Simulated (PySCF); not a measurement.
# A diatomic session: LiAs

The task here is to estimate one member of a computed series from the others.

Program: PySCF 2.14.0. Level of theory: Li def2-SVPD, As def2-SVPD, no relativity. These are calculated values, not measurements.

The first run:

The job is set up so:

```json
{
 "atoms": "Li, As",
 "charge": "0",
 "basis": "Li def2-SVPD, As def2-SVPD",
 "Hamiltonian": "no relativity",
 "basis functions": "50",
 "electrons treated": "36",
 "masses in u": "7.0160, 74.9216",
 "levels": "PBE0, PBE, r²SCAN, r²SCANh, r²SCAN0, TPSSh, LC-ωPBE, HF, MP2, SCS-MP2, CCSD, CCSD(T)",
 "grid": "80 radial by 434 angular points",
 "occupations": "held fixed by the projection of orbital angular momentum",
 "dissociation limit": "Li + As, each in its ground configuration",
 "starting distance in angstrom": "2.460",
 "values of 2S to try": "0, 2, 4"
}
```

On the command line:

```bash
OMP_NUM_THREADS=1 python dia.py task.json out
```

Steps of the session up to this table: Input; The PBE0 curve of the state that the search chose; Other states along the same grid; PBE; r²SCAN; r²SCANh (hybrid meta-GGA); r²SCAN0 (hybrid meta-GGA); TPSSh; LC-ωPBE (range-separated hybrid); UHF; MP2 and coupled cluster.

One table of the session follows, with a row left open; its other results are not shown here.

Energy (eV) from each level's lowest point:

```
R (Å)    UHF  UHF-MP2  UHF-SCS-MP2  UHF-CCSD  UHF-CCSD(T)
2.081  0.478    0.460        0.465       n/a          n/a
2.178  0.230    0.221        0.225     0.227        0.231
2.275  0.084    0.080        0.083     0.085        0.088
2.347      ?        ?            ?         ?            ?
2.420  0.000    0.000        0.000     0.001        0.002
2.493  0.002    0.002        0.000     0.000        0.000
2.589  0.037    0.035        0.031     0.029        0.028
2.710  0.116    0.111        0.105     0.100        0.096
2.856  0.241    0.244        0.237     0.216        0.211
3.049  0.396    0.506        0.506       n/a          n/a
```

Estimate the missing values for R (Å) = 2.347.

Worked estimate for «UHF». A straight line through the neighbours (2.275, 0.084) and (2.420, 0.000) gives 0.084 + (0.000 − 0.084) × (2.347 − 2.275) / (2.420 − 2.275) = 0.042; a parabola fitted to 4 rows on both sides gives 0.024.

The run gave: UHF: 0.025; UHF-MP2: 0.024; UHF-SCS-MP2: 0.025; UHF-CCSD: 0.027; UHF-CCSD(T): 0.029. In «UHF» the line misses by +0.017 and the parabola by -0.001.
